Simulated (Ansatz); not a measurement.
# CsK26Cl27 (Sylvite): the cost of one run

Computed with Ansatz 0.2.0 (DFT, PBE, plane-wave PAW, default files, scalar-relativistic, as far as a step names no other, unless a step's input says otherwise).

## 1. The system as given

The structure is cubic, space group Fm-3m (No. 225). Conventional cell: a = 18.879 Å, b = 18.879 Å, c = 18.879 Å, α = 90.00°, β = 90.00°, γ = 90.00°. Cs (site symmetry m-3m) has 6 Cl at 3.15 Å as nearest neighbours. K (site symmetry mm2) has 6 Cl at 3.15 Å as nearest neighbours. K (site symmetry 3m) is surrounded by 6 Cl at 3.15 Å. Around K (site symmetry 4mm) lie 6 Cl at 3.15 Å. Around Cl (site symmetry 3m) lie 6 K at 3.15 Å. Cl (site symmetry 4mm) has 5 K at 3.15 Å and 1 Cs at 3.15 Å as nearest neighbours. Around Cl (site symmetry mm2) lie 6 K at 3.15 Å. Cl (site symmetry m-3m) is surrounded by 6 K at 3.15 Å.

As a file:

```cif
data_structure
_symmetry_space_group_name_H-M 'Fm-3m'
_symmetry_Int_Tables_number 225
_cell_length_a 18.8788
_cell_length_b 18.8788
_cell_length_c 18.8788
_cell_angle_alpha 90.000
_cell_angle_beta 90.000
_cell_angle_gamma 90.000
_cell_volume 6728.60
loop_
_atom_site_label
_atom_site_type_symbol
_atom_site_symmetry_multiplicity
_atom_site_Wyckoff_symbol
_atom_site_fract_x
_atom_site_fract_y
_atom_site_fract_z
_atom_site_occupancy
Cs1 Cs 4 a 0.00000 0.00000 0.00000 1
K1 K 48 h 0.16667 0.16667 0.00000 1
K2 K 32 f 0.83333 0.16667 0.66667 1
K3 K 24 e 0.50000 0.00000 0.83333 1
Cl1 Cl 32 f 0.16667 0.66667 0.66667 1
Cl2 Cl 24 e 0.50000 0.00000 0.66667 1
Cl3 Cl 48 i 0.50000 0.83333 0.83333 1
Cl4 Cl 4 b 0.50000 0.00000 0.00000 1
```

Atom 1 of the input is the impurity.

## 2. First run, atoms as given

input.yaml

```yaml
crystal:
  lattice:
    - [0.0, 9.43941, 9.43941]
    - [9.43941, 0.0, 9.43941]
    - [9.43941, 9.43941, 0.0]
  atoms:
    - { symbol: Cs, position: [0.0, 0.0, 0.0] }
    - { symbol: K, position: [0.0, 0.0, 0.3333333333] }
    - { symbol: K, position: [0.0, 0.0, 0.6666666667] }
    - { symbol: K, position: [0.0, 0.3333333333, 0.0] }
    - { symbol: K, position: [0.0, 0.3333333333, 0.3333333333] }
    - { symbol: K, position: [0.0, 0.3333333333, 0.6666666667] }
    - { symbol: K, position: [0.0, 0.6666666667, 0.0] }
    - { symbol: K, position: [0.0, 0.6666666667, 0.3333333333] }
    - { symbol: K, position: [0.0, 0.6666666667, 0.6666666667] }
    - { symbol: K, position: [0.3333333333, 0.0, 0.0] }
    - { symbol: K, position: [0.3333333333, 0.0, 0.3333333333] }
    - { symbol: K, position: [0.3333333333, 0.0, 0.6666666667] }
    - { symbol: K, position: [0.3333333333, 0.3333333333, 0.0] }
    - { symbol: K, position: [0.3333333333, 0.3333333333, 0.3333333333] }
    - { symbol: K, position: [0.3333333333, 0.3333333333, 0.6666666667] }
    - { symbol: K, position: [0.3333333333, 0.6666666667, 0.0] }
    - { symbol: K, position: [0.3333333333, 0.6666666667, 0.3333333333] }
    - { symbol: K, position: [0.3333333333, 0.6666666667, 0.6666666667] }
    - { symbol: K, position: [0.6666666667, 0.0, 0.0] }
    - { symbol: K, position: [0.6666666667, 0.0, 0.3333333333] }
    - { symbol: K, position: [0.6666666667, 0.0, 0.6666666667] }
    - { symbol: K, position: [0.6666666667, 0.3333333333, 0.0] }
    - { symbol: K, position: [0.6666666667, 0.3333333333, 0.3333333333] }
    - { symbol: K, position: [0.6666666667, 0.3333333333, 0.6666666667] }
    - { symbol: K, position: [0.6666666667, 0.6666666667, 0.0] }
    - { symbol: K, position: [0.6666666667, 0.6666666667, 0.3333333333] }
    - { symbol: K, position: [0.6666666667, 0.6666666667, 0.6666666667] }
    - { symbol: Cl, position: [0.1666666667, 0.1666666667, 0.1666666667] }
    - { symbol: Cl, position: [0.1666666667, 0.1666666667, 0.5] }
    - { symbol: Cl, position: [0.1666666667, 0.1666666667, 0.8333333333] }
    - { symbol: Cl, position: [0.1666666667, 0.5, 0.1666666667] }
    - { symbol: Cl, position: [0.1666666667, 0.5, 0.5] }
    - { symbol: Cl, position: [0.1666666667, 0.5, 0.8333333333] }
    - { symbol: Cl, position: [0.1666666667, 0.8333333333, 0.1666666667] }
    - { symbol: Cl, position: [0.1666666667, 0.8333333333, 0.5] }
    - { symbol: Cl, position: [0.1666666667, 0.8333333333, 0.8333333333] }
    - { symbol: Cl, position: [0.5, 0.1666666667, 0.1666666667] }
    - { symbol: Cl, position: [0.5, 0.1666666667, 0.5] }
    - { symbol: Cl, position: [0.5, 0.1666666667, 0.8333333333] }
    - { symbol: Cl, position: [0.5, 0.5, 0.1666666667] }
    - { symbol: Cl, position: [0.5, 0.5, 0.5] }
    - { symbol: Cl, position: [0.5, 0.5, 0.8333333333] }
    - { symbol: Cl, position: [0.5, 0.8333333333, 0.1666666667] }
    - { symbol: Cl, position: [0.5, 0.8333333333, 0.5] }
    - { symbol: Cl, position: [0.5, 0.8333333333, 0.8333333333] }
    - { symbol: Cl, position: [0.8333333333, 0.1666666667, 0.1666666667] }
    - { symbol: Cl, position: [0.8333333333, 0.1666666667, 0.5] }
    - { symbol: Cl, position: [0.8333333333, 0.1666666667, 0.8333333333] }
    - { symbol: Cl, position: [0.8333333333, 0.5, 0.1666666667] }
    - { symbol: Cl, position: [0.8333333333, 0.5, 0.5] }
    - { symbol: Cl, position: [0.8333333333, 0.5, 0.8333333333] }
    - { symbol: Cl, position: [0.8333333333, 0.8333333333, 0.1666666667] }
    - { symbol: Cl, position: [0.8333333333, 0.8333333333, 0.5] }
    - { symbol: Cl, position: [0.8333333333, 0.8333333333, 0.8333333333] }
kpoints:
  mp_grid: { grid: [2, 2, 2] }
scf:
  occupations: { method: fermi_dirac, width: 0.01 }
hamiltonian:
  xc: pbe
  pseudopotentials: { kind: paw }
output:
  forces: true
  stress: true
  populations: true
  efg:
    quadrupole_moments_barn: { Cs: -0.00343, K: 0.0603, Cl: -0.08112 }
    contact_densities: true
```

Run with:

```bash
> ansatz run input.yaml --threads 4 --pin off --max-ram 8192MiB --backend cpu --events-out ev --progress --plain --runs-dir out
```

What time and memory should one allow on 4 threads of Arm Neoverse V1, shared host?

About 50 s, with a peak of 5.9 GiB.
